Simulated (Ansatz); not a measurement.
A run of Ansatz 0.2.0 is set up as follows.

File input.yaml:

```yaml
crystal:
  lattice:
    - [4.2940644248, 0.0, 0.0]
    - [-2.1470322124, 3.7187688774, 0.0]
    - [0.0, 0.0, 17.101346]
  atoms:
    - { symbol: Te, position: [0.6666666667, 0.3333333333, 0.419892] }
    - { symbol: Te, position: [0.3333333333, 0.6666666667, 0.580108] }
    - { symbol: Te, position: [0.3333333333, 0.6666666667, 0.201542] }
    - { symbol: Te, position: [0.6666666667, 0.3333333333, 0.798458] }
    - { symbol: Te, position: [0.0, 0.0, 0.0] }
    - { symbol: Sb, position: [0.0, 0.0, 0.320068] }
    - { symbol: Sb, position: [0.0, 0.0, 0.679932] }
    - { symbol: Ge, position: [0.6666666667, 0.3333333333, 0.102895] }
    - { symbol: Ge, position: [0.3333333333, 0.6666666667, 0.897105] }
hamiltonian:
  xc: pbesol
  pseudopotentials: { kind: paw }
kpoints:
  mp_grid: { grid: [7, 7, 2] }
  band_path:
    path:
      - [[0.0, 0.0, 0.0], [0.5, 0.0, 0.0], [0.3333333333, 0.3333333333, 0.0], [0.0, 0.0, 0.0], [0.0, 0.0, 0.5], [0.5, 0.0, 0.5], [0.3333333333, 0.3333333333, 0.5], [0.0, 0.0, 0.5]]
      - [[0.5, 0.0, 0.5], [0.5, 0.0, 0.0]]
      - [[0.3333333333, 0.3333333333, 0.0], [0.3333333333, 0.3333333333, 0.5]]
    npoints: 10
scf:
  occupations: { method: fermi_dirac, width: 0.05 }
  n_extra_bands: 22
output:
  forces: true
  stress: true
  eigenvalues: true
  fatbands: true
  write_density: true
  write_potential: true
  elf: true
  volumetric_format: npy
```

Potentials or basis: Ansatz PAW.

The run is started by

```sh
$ ansatz run input.yaml --threads 4 --pin off --max-ram 11264MiB --backend cpu --events-out ev --progress --plain --runs-dir out
```

Estimate the band gap on the k mesh.

0.28 eV, direct.

Predict the band gap along the path.

0.24 eV, indirect (least direct gap 0.28 eV).

Levels at the corners of the path, in eV from the valence-band top:
```tsv
point	band 65	band 66	band 67	band 68	band 69	band 70	band 71	band 72	band 73	band 74
Γ	-1.24	-1.24	-1.16	-0.83	0.00	0.28	0.28	0.28	0.93	0.93
M	-2.02	-1.61	-1.51	-1.31	-0.83	0.44	0.94	1.04	1.25	1.28
K	-2.85	-2.34	-0.76	-0.76	-0.65	0.69	0.69	0.94	2.68	2.68
Γ	-1.24	-1.24	-1.16	-0.83	0.00	0.28	0.28	0.28	0.93	0.93
A	-1.42	-1.33	-1.33	-0.71	-0.14	0.51	0.51	0.55	0.58	0.58
L	-2.32	-2.09	-1.80	-1.27	-0.56	0.32	0.57	1.55	1.57	1.76
H	-2.10	-1.72	-1.35	-1.35	-1.27	1.55	1.55	1.71	1.71	1.77
A	-1.42	-1.33	-1.33	-0.71	-0.14	0.51	0.51	0.55	0.58	0.58
L	-2.32	-2.09	-1.80	-1.27	-0.56	0.32	0.57	1.55	1.57	1.76
M	-2.02	-1.61	-1.51	-1.31	-0.83	0.44	0.94	1.04	1.25	1.28
K	-2.85	-2.34	-0.76	-0.76	-0.65	0.69	0.69	0.94	2.68	2.68
H	-2.10	-1.72	-1.35	-1.35	-1.27	1.55	1.55	1.71	1.71	1.77
```

Caveat: spin-orbit coupling is left out, which moves the levels of the heavy elements.
